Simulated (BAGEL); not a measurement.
# triplet CH5AlNO−: levels of theory compared

Wanted: a comparison of 3 runs (UHF/STO-3G, ROHF/6-31G*, UHF/6-31G*) of triplet CH5AlNO−. 

The calculation is run with BAGEL 1.2.2.

1 further run of the same task is left out (set aside as unsound or not needed). Runs told in other sessions of the task aren't counted.

### Step 1. The molecule

The species is CH5AlNO− (9 atoms), meant as a triplet with charge -1. SMILES of the parent species: `O=C[NH][AlH3-]`. The shape comes from GFN2-xTB, which is rough for such elements, and wasn't checked as a minimum. That shape belongs to the parent species and isn't relaxed for this state.

Bond lengths: O1–C2 1.216 Å, C2–N3 1.326 Å, N3–Al4 1.901 Å, C2–H5 1.133 Å, N3–H6 1.018 Å, Al4–H7 1.609 Å, Al4–H8 1.586 Å, Al4–H9 1.618 Å. Some angles: O1–C2–N3 127.9°, C2–N3–Al4 146.7°, O1–C2–H5 118.3°, N3–C2–H5 113.8°, C2–N3–H6 112.4°, Al4–N3–H6 100.8°, N3–Al4–H7 103.6°, N3–Al4–H8 115.6°, N3–Al4–H9 99.3°, H7–Al4–H8 113.2°.

### Step 2. A single-point energy at UHF/STO-3G (density fitting with qzvpp-jkfit) (run 1)

Contents of job.json:

```json
{ "bagel" : [

{
  "title" : "molecule",
  "basis" : "sto-3g",
  "df_basis" : "qzvpp-jkfit",
  "angstrom" : true,
  "geometry" : [
    { "atom" : "O", "xyz" : [    0.917980,    1.268080,   -1.884900 ] },
    { "atom" : "C", "xyz" : [    1.221340,    0.871040,   -0.776610 ] },
    { "atom" : "N", "xyz" : [    0.475870,    0.176220,    0.072130 ] },
    { "atom" : "Al", "xyz" : [   -1.191590,   -0.679910,    0.390200 ] },
    { "atom" : "H", "xyz" : [    2.258990,    1.106460,   -0.387080 ] },
    { "atom" : "H", "xyz" : [    0.964630,   -0.027740,    0.941430 ] },
    { "atom" : "H", "xyz" : [   -0.834970,   -2.245980,    0.298850 ] },
    { "atom" : "H", "xyz" : [   -2.375620,   -0.252210,   -0.574960 ] },
    { "atom" : "H", "xyz" : [   -1.436640,   -0.215970,    1.920940 ] }
  ]
},
{ "title" : "uhf", "charge" : -1, "nopen" : 2 },
{ "title" : "print", "file" : "orbitals.molden", "orbitals" : true }

]}
```

The run is started by

```console
$ BAGEL_NUM_THREADS=1 BAGEL job.json > job.out
```

The program printed:

```text
* using 1 threads per process

  ===============================================================
  ===============================================================

  *** Geometry ***

  { "atom" : "O", "xyz" : [      1.734731,      2.396324,     -3.561945 ] },
  { "atom" : "C", "xyz" : [      2.307998,      1.646027,     -1.467580 ] },
  { "atom" : "N", "xyz" : [      0.899264,      0.333008,      0.136306 ] },
[... 5 lines of this table left out ...]
  { "atom" : "H", "xyz" : [     -2.714856,     -0.408124,      3.630051 ] },

  Number of auxiliary basis functions:      447

  Since a DF basis is specified, we compute 2- and 3-index integrals:
    o Being stored without compression. Storage requirement is 0.003 GB

  Number of basis functions:       29
  Number of electrons      :       39

    * METHOD: MOLECULE                             0.14

  *** Open-shell HF ***

  === Nuclear Repulsion ===
   146.2737209290

      * DIIS with orbital gradients will be used.

  === UHF iteration (sto-3g) ===
      0       -406.40173415          0.03633791           0.03
      1       -406.59929375          0.01593675           0.03
      2       -406.63292486          0.00613294           0.03
[... 23 lines of this table left out ...]
     26       -406.64453317          0.00000000           0.03
    * SCF iteration converged.

    * S^2 (UHF) is 2.0085

    * Permanent dipole moment:
           (   -0.755215,    -0.231009,    -0.168993) a.u.

    * METHOD: UHF                                  0.90

    * METHOD: PRINT                                0.00

  ===============================================================
```

Wall time 1.2 s (1 thread of Arm Neoverse V1, shared host).

### Step 3. A single-point energy at ROHF/6-31G(d) (density fitting with qzvpp-jkfit, spherical functions) (run 2)

Contents of calc.json:

```json
{ "bagel" : [

{
  "title" : "molecule",
  "basis" : "6-31gs.json",
  "df_basis" : "qzvpp-jkfit",
  "angstrom" : "true",
  "geometry" : [
    { "atom" : "O", "xyz" : [       0.917980,       1.268080,      -1.884900 ] },
    { "atom" : "C", "xyz" : [       1.221340,       0.871040,      -0.776610 ] },
    { "atom" : "N", "xyz" : [       0.475870,       0.176220,       0.072130 ] },
    { "atom" : "Al", "xyz" : [      -1.191590,      -0.679910,       0.390200 ] },
    { "atom" : "H", "xyz" : [       2.258990,       1.106460,      -0.387080 ] },
    { "atom" : "H", "xyz" : [       0.964630,      -0.027740,       0.941430 ] },
    { "atom" : "H", "xyz" : [      -0.834970,      -2.245980,       0.298850 ] },
    { "atom" : "H", "xyz" : [      -2.375620,      -0.252210,      -0.574960 ] },
    { "atom" : "H", "xyz" : [      -1.436640,      -0.215970,       1.920940 ] }
  ]
},

{ "title" : "rohf", "charge" : -1, "nopen" : 2 },

{ "title" : "print", "file" : "orbitals.molden", "orbitals" : "true" }

]}
```

The basis set 6-31G* is read from a file made from the Basis Set Exchange's data (not shown).

The run is started by

```console
$ BAGEL_NUM_THREADS=1 BAGEL calc.json > calc.out
```

The program printed:

```text
* using 1 threads per process

  ===============================================================
  ===============================================================

  *** Geometry ***

  { "atom" : "O", "xyz" : [      1.734731,      2.396324,     -3.561945 ] },
  { "atom" : "C", "xyz" : [      2.307998,      1.646027,     -1.467580 ] },
  { "atom" : "N", "xyz" : [      0.899264,      0.333008,      0.136306 ] },
[... 5 lines of this table left out ...]
  { "atom" : "H", "xyz" : [     -2.714856,     -0.408124,      3.630051 ] },

  Number of auxiliary basis functions:      447

  Since a DF basis is specified, we compute 2- and 3-index integrals:
    o Being stored without compression. Storage requirement is 0.018 GB

  Number of basis functions:       70
  Number of electrons      :       39

    * METHOD: MOLECULE                             0.19

  *** Open-shell HF ***

  === Nuclear Repulsion ===
   146.2737209290

      * DIIS with orbital gradients will be used.

  === ROHF iteration (6-31gs.json) ===
      0       -411.31972356          0.05631607           0.09
      1       -410.98478770          0.07475210           0.09
      2       -410.96145954          0.07693655           0.08
[... 35 lines of this table left out ...]
     38       -411.84723572          0.00000001           0.08
    * SCF iteration converged.

    * S^2 (ROHF) is 2.0000

    * Permanent dipole moment:
           (   -0.995535,    -0.239398,    -0.396737) a.u.

    * METHOD: ROHF                                 3.44

    * METHOD: PRINT                                0.01

  ===============================================================
```

Run time: 3.9 s. Hardware: 1 thread of Arm Neoverse V1, shared host; peak memory 0.094 GiB.

### Step 4. A single-point energy at UHF/6-31G(d) (density fitting with qzvpp-jkfit, spherical functions) (run 3)

Contents of input.json:

```json
{ "bagel": [

{
  "title": "molecule",
  "basis": "6-31gs.json",
  "df_basis": "qzvpp-jkfit",
  "angstrom": "true",
  "geometry": [
    { "atom": "O", "xyz": [       0.917980,       1.268080,      -1.884900 ] },
    { "atom": "C", "xyz": [       1.221340,       0.871040,      -0.776610 ] },
    { "atom": "N", "xyz": [       0.475870,       0.176220,       0.072130 ] },
    { "atom": "Al", "xyz": [      -1.191590,      -0.679910,       0.390200 ] },
    { "atom": "H", "xyz": [       2.258990,       1.106460,      -0.387080 ] },
    { "atom": "H", "xyz": [       0.964630,      -0.027740,       0.941430 ] },
    { "atom": "H", "xyz": [      -0.834970,      -2.245980,       0.298850 ] },
    { "atom": "H", "xyz": [      -2.375620,      -0.252210,      -0.574960 ] },
    { "atom": "H", "xyz": [      -1.436640,      -0.215970,       1.920940 ] }
  ]
},

{
  "title": "uhf",
  "charge": -1,
  "nopen": 2
},

{
  "title": "print",
  "file": "orbitals.molden",
  "orbitals": "true"
}

]}
```

The basis set 6-31G* is read from a file made from the Basis Set Exchange's data (not shown).

The run is started by

```console
$ BAGEL_NUM_THREADS=1 BAGEL input.json > input.out
```

The program printed:

```text
* using 1 threads per process

  ===============================================================
  ===============================================================

  *** Geometry ***

  { "atom" : "O", "xyz" : [      1.734731,      2.396324,     -3.561945 ] },
  { "atom" : "C", "xyz" : [      2.307998,      1.646027,     -1.467580 ] },
  { "atom" : "N", "xyz" : [      0.899264,      0.333008,      0.136306 ] },
[... 5 lines of this table left out ...]
  { "atom" : "H", "xyz" : [     -2.714856,     -0.408124,      3.630051 ] },

  Number of auxiliary basis functions:      447

  Since a DF basis is specified, we compute 2- and 3-index integrals:
    o Being stored without compression. Storage requirement is 0.018 GB

  Number of basis functions:       70
  Number of electrons      :       39

    * METHOD: MOLECULE                             0.20

  *** Open-shell HF ***

  === Nuclear Repulsion ===
   146.2737209290

      * DIIS with orbital gradients will be used.

  === UHF iteration (6-31gs.json) ===
      0       -411.31972356          0.05631607           0.09
      1       -410.98159608          0.07503348           0.09
      2       -410.96431259          0.07739381           0.09
[... 33 lines of this table left out ...]
     36       -411.85915630          0.00000001           0.08
    * SCF iteration converged.

    * S^2 (UHF) is 2.0266

    * Permanent dipole moment:
           (   -0.989500,    -0.215882,    -0.437657) a.u.

    * METHOD: UHF                                  3.25

    * METHOD: PRINT                                0.01

  ===============================================================
```

Run time: 3.6 s. Hardware: 1 thread of Arm Neoverse V1, shared host; peak memory 0.094 GiB.

### Step 5. Overview of the runs

| run | level | energy (Eh) | ⟨S²⟩ | wall time |
| --- | --- | --- | --- | --- |
| 1 | UHF/STO-3G (density fitting with qzvpp-jkfit) | -406.644533 | 2.009 | 1.2 s |
| 2 | ROHF/6-31G* (density fitting with qzvpp-jkfit, spherical functions) | -411.847236 | 2.000 | 3.9 s |
| 3 | UHF/6-31G* (density fitting with qzvpp-jkfit, spherical functions) | -411.859156 | 2.027 | 3.6 s |

### Step 6. Outcome

| quantity | value |
| --- | --- |
| run 3: total energy | -411.85916 Eh |
| run 3: ⟨S²⟩ | 2.027 |

In run 1 the basis is minimal, so the values are rough. All runs together took 8.7 s, the longest 3.9 s.
